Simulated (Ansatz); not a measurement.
# F₄H₂O₂SSi₂: up Jacob's ladder to CCSD(T)

One table from this session's results is given with a row withheld; the runs are named, their logs left out.

The runs use Ansatz 0.2.0, Gaussian basis; functionals in def2-TZVPP, the program's frozen cores in correlated methods.

Levels to be run: LDA (SPW92), PBE-D4, revPBE-D4, BLYP-D4, r2SCAN-D4, B97M-V, PBE0-D4, B3LYP-D4, r2SCANh-D4, r2SCAN0-D4, HSE06-D4, BHLYP-D4, CAM-B3LYP-D4, LC-ωPBE, ωB97X-V, ωB97M-V, B2PLYP, PBE-QIDH; CCSD(T)/def2-SVP; CCSD(T)/def2-TZVPP; MP2/def2-QZVPP; extrapolation to the limit; RPA on PBE.

### The relaxed structure

An earlier PBE0-D4 in a triple-zeta def2 set relaxation fixed the geometry.

SMILES `O[Si](F)(F)S[Si](O)(F)F`, 11 atoms, charge 0, spin multiplicity 1.

Atoms are counted from 1 here; the program's logs count them from 0.

Bond lengths: O1–Si2 1.610 Å, O1–H10 0.958 Å, Si2–F3 1.570 Å, Si2–F4 1.594 Å, Si2–S5 2.104 Å, S5–Si6 2.124 Å, Si6–O7 1.609 Å, Si6–F8 1.579 Å, Si6–F9 1.571 Å, O7–H11 0.960 Å. Angles: Si2–O1–H10 119.4°, O1–Si2–F3 106.4°, O1–Si2–F4 111.6°, O1–Si2–S5 111.3°, F3–Si2–F4 105.8°, F3–Si2–S5 113.1°, F4–Si2–S5 108.6°, Si2–S5–Si6 99.1°, S5–Si6–O7 115.5°, S5–Si6–F8 108.9°, S5–Si6–F9 105.5°, O7–Si6–F8 111.0°, O7–Si6–F9 107.1°, F8–Si6–F9 108.5°, Si6–O7–H11 117.7°.

The first run:

in.yaml

```yaml
crystal:
  periodic: [false, false, false]
  atoms:
    - {symbol: O, position_ang: [-1.501221, 1.528509, 1.925913]}
    - {symbol: Si, position_ang: [-1.188386, 0.593840, 0.653201]}
    - {symbol: F, position_ang: [-2.530881, 0.480228, -0.153232]}
    - {symbol: F, position_ang: [-0.820140, -0.892980, 1.093275]}
    - {symbol: S, position_ang: [0.399291, 1.366691, -0.491237]}
    - {symbol: Si, position_ang: [1.148228, -0.450318, -1.297232]}
    - {symbol: O, position_ang: [1.763643, -1.481635, -0.226708]}
    - {symbol: F, position_ang: [0.012807, -1.134920, -2.154161]}
    - {symbol: F, position_ang: [2.316985, -0.033298, -2.261115]}
    - {symbol: H, position_ang: [-0.775988, 1.851759, 2.462441]}
    - {symbol: H, position_ang: [1.175663, -1.827878, 0.448846]}
basis:
  gaussian: {orbitals: def2-TZVPP}
hamiltonian: {xc: lda}
output: {orbitals: {seedname: orbitals}}
```

Steps of the session up to this table: LDA; PBE-D4 (GGA); revPBE-D4 (GGA); BLYP-D4 (GGA); r2SCAN-D4 (meta-GGA); B97M-V (meta-GGA); PBE0-D4 (hybrid); B3LYP-D4 (hybrid); r2SCANh-D4 (hybrid); r2SCAN0-D4 (hybrid); HSE06-D4 (hybrid); BHLYP-D4 (hybrid); CAM-B3LYP-D4 (range-separated); LC-ωPBE-D4 (range-separated; the results give it without D4); ωB97X-V (range-separated); ωB97M-V (range-separated); B2PLYP (double hybrid); PBE-QIDH (double hybrid).

One of the session's tables, all rows but one given; the rest of the session is left out.

It belongs to the step «Orbital energies across the functionals». 

```
  functional  HOMO (eV)  gap (eV)
 LDA (SPW92)      -7.49      6.14
      PBE-D4      -7.31      6.24
   revPBE-D4      -7.23      6.30
     BLYP-D4      -7.13      6.07
   r2SCAN-D4      -7.65      7.15
      B97M-V      -7.74      7.03
     PBE0-D4          ?         ?
    B3LYP-D4      -8.39      7.90
  r2SCANh-D4      -8.15      7.95
  r2SCAN0-D4      -8.89      9.12
    HSE06-D4      -8.27      7.76
    BHLYP-D4      -9.85     10.47
CAM-B3LYP-D4     -10.01     10.72
     LC-ωPBE     -11.44     13.54
     ωB97X-V     -11.05     12.94
     ωB97M-V     -10.87     12.34
```

**Question.** Estimate the row for PBE0-D4.

The run gave: HOMO (eV): -8.67; gap (eV): 8.54. In the column «HOMO (eV)» it lies between r2SCAN0-D4 (-8.89) and B3LYP-D4 (-8.39).
